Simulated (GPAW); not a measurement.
MgB:

```
Mg B
1.0
     2.89515    0.00000    0.00000
     0.00000    2.89515    0.00000
     0.00000    0.00000    2.89515
Mg B
1 1
Direct
  0.00000 0.00000 0.00000
  0.50000 0.50000 0.50000
```

The cell was built by a generator and needn't be a form met in nature.

Base run:

| Property | Result |
| --- | --- |
| Program | GPAW 26.7.0 |
| Functional | LDA |
| Potentials or basis | the program's PAW data sets (release 1.2.1) made for this functional |
| Cutoff | 800 eV |
| Basis | pw |
| k mesh | 9 × 9 × 9 |
| Occupations | fermi-dirac, width 0.05 eV |
| Spin | no spin polarisation |

Its results: pressure -5.2 GPa.

Problem. After a change of settings the same cell gave: pressure -3.4 GPa. Which change was it?
A. potentials or basis from the program's PAW data sets (release 1.2.1) made for this functional to the program's PAW data sets (release 1.2.1) made for this functional, other valence; valence electrons from 13 to 5
B. potentials or basis from the program's PAW data sets (release 1.2.1) made for this functional to JTH PAW 2.0, LDA
C. potentials or basis from the program's PAW data sets (release 1.2.1) made for this functional to PAW data sets generated in the run's folder for this functional

Solution. A.
